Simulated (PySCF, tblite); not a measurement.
**C₅H₁₀N₂Si: geometry, infrared bands and NMR shifts**

What infrared bands and NMR shifts should C₅H₁₀N₂Si (`[H]/N=C(\CN)CC#C[SiH3]`) show?

The runs use tblite 0.8.0 and PySCF 2.14.0, with density-fitted response routines of our own; the level of theory stands in each step. All values are computed, except where a source is named. Atoms count from 0, in the outputs and in this text.

**1. The starting structure**

18 atoms, charge 0, multiplicity 1; geometry from: force field or distance geometry start.

Bonds of the start (Å): N0–C1 1.29, C1–C2 1.53, C2–N3 1.47, C1–C4 1.51, C4–C5 1.46, C5–C6 1.20, C6–Si7 1.88, N0–H8 1.04, C2–H9 1.08, C2–H10 1.10, N3–H11 1.03, N3–H12 1.02, C4–H13 1.09, C4–H14 1.10, Si7–H15 1.47, Si7–H16 1.49, Si7–H17 1.47.

**2. Geometry optimisation with GFN2-xTB**

Job settings and geometry (Å):

```
{"job": {"kind": "relax", "xc": "GFN2-xTB", "basis": "xTB"}, "charge": 0, "multiplicity": 1}
N     -1.769400     0.363000    -1.901700
C     -1.156400     0.684300    -0.813800
C     -1.766900     0.391000     0.562100
N     -2.904400    -0.526400     0.377400
C      0.186000     1.378000    -0.845900
C      1.253600     0.538200    -0.302500
C      2.139900    -0.141900     0.145200
Si     3.524200    -1.209600     0.828600
H     -2.670300    -0.065800    -1.604700
H     -1.037400    -0.041200     1.237000
H     -2.133600     1.338600     0.977300
H     -3.342500    -0.696200     1.296500
H     -2.536400    -1.440800     0.109200
H      0.107300     2.311200    -0.287200
H      0.412600     1.653900    -1.889100
H      4.371700    -1.724700    -0.263000
H      2.951700    -2.367400     1.567300
H      4.361900    -0.437800     1.762300
```

Started as:

```bash
OMP_NUM_THREADS=1 python probes_run.py task.json out
```

This one command runs all jobs of the session in turn.

**Question.** This job is followed by: GFN2-xTB harmonic vibrations, gas phase; GIAO PBE0/pcSseg-1 NMR shielding, non-relativistic, gas phase. What will the session give for the following? strongest single infrared mode (GFN2-xTB); zero-point energy (GFN2-xTB); ¹³C shifts against TMS (PBE0/pcSseg-1); ¹H shifts against TMS (PBE0/pcSseg-1, means over atoms taken as alike); ¹⁵N shifts against NH3 (PBE0/pcSseg-1); ²⁹Si shifts against TMS (PBE0/pcSseg-1); surface potential, 1st and 99th percentile.

The runs gave:

| quantity | value |
| --- | --- |
| strongest single infrared mode (GFN2-xTB) | 793 cm⁻¹, 417 km/mol |
| zero-point energy (GFN2-xTB) | 84.9 kcal/mol |
| ¹³C shifts against TMS (PBE0/pcSseg-1) | 178.1, 116.7, 81.3, 48.0, 34.0 ppm |
| ¹H shifts against TMS (PBE0/pcSseg-1, means over atoms taken as alike) | 11.75, 4.22, 3.79, 3.39, 0.55 ppm |
| ¹⁵N shifts against NH3 (PBE0/pcSseg-1) | 343.4, 29.4 ppm |
| ²⁹Si shifts against TMS (PBE0/pcSseg-1) | -99.7 ppm |
| surface potential, 1st and 99th percentile | -1.76 V and 1.48 V |

What this shows: Relaxing lowered the energy by 0.202 eV in 94 steps; the close pair that moved most is N0–C1, from 1.289 to 1.254 Å. The lowest mode is slightly imaginary (17i cm⁻¹), a soft motion within the noise of the Hessian, so the minimum is not strictly shown. GFN2-xTB is a fitted tight-binding method: band positions and strengths are rough. Its intensities can rank the bands wrongly. At PBE0/pcSseg-1: The widest tensor belongs to N0: span 662 ppm, with a paramagnetic part of -396 ppm.
